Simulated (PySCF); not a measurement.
**The bond of CsSi, level by level**

One table from this session's results is given with a row withheld; the runs are named, their logs left out.

Computed with PySCF 2.14.0. Level: Cs def2-SVP with ECP46, Si def2-SVP, scalar-relativistic core potentials.

Set-up of the first run:

Settings of the job:

```json
{
  "atoms": "Cs, Si",
  "charge": "0",
  "basis": "Cs def2-SVP with ECP46, Si def2-SVP",
  "Hamiltonian": "scalar-relativistic core potentials",
  "basis functions": "42",
  "electrons treated": "23",
  "masses in u": "132.9054, 27.9769",
  "levels": "PBE0, PBE, r²SCAN, TPSS, BLYP, TPSSh, ωB97X, HF, MP2, SCS-MP2, CCSD, CCSD(T)",
  "grid": "80 radial by 434 angular points",
  "occupations": "held fixed by the projection of orbital angular momentum",
  "dissociation limit": "Cs + Si, each in its ground configuration",
  "starting distance in angstrom": "3.320",
  "values of 2S to try": "1, 3"
}
```

Run with:

```
> OMP_NUM_THREADS=1 python dia.py task.json out
```

Among the steps run: The job; The PBE0 curve of the state that the search chose; Other states along the same grid; PBE (GGA); r²SCAN (meta-GGA); TPSS (meta-GGA); BLYP (GGA); TPSSh; ωB97X; UHF (mean field); MP2 and coupled cluster.

One of the session's tables, all rows but one given; the rest of the session is left out.

It belongs to the step «Constants by level of theory». 

| level | Re (Å) | ωe (cm⁻¹) | De (eV) |
| --- | --- | --- | --- |
| UHF | 3.473 | 159.8 | 1.19 |
| UHF-MP2 | 3.396 | 167.4 | 1.39 |
| UHF-SCS-MP2 | 3.408 | 166.2 | 1.29 |
| UHF-CCSD | 3.399 | 166.4 | 1.30 |
| UHF-CCSD(T) | 3.396 | 166.3 | 1.32 |
| PBE | 3.358 | 158.0 | 1.69 |
| BLYP | 3.414 | 147.6 | 1.38 |
| TPSS | 3.372 | 159.9 | 1.80 |
| r²SCAN | 3.377 | 162.0 | 1.81 |
| TPSSh | 3.368 | 162.2 | 1.79 |
| PBE0 | ? | ? | ? |
| ωB97X | 3.350 | 174.4 | 1.72 |

Estimate the missing values for PBE0.

As computed: Re (Å): 3.350; ωe (cm⁻¹): 164.6; De (eV): 1.68.
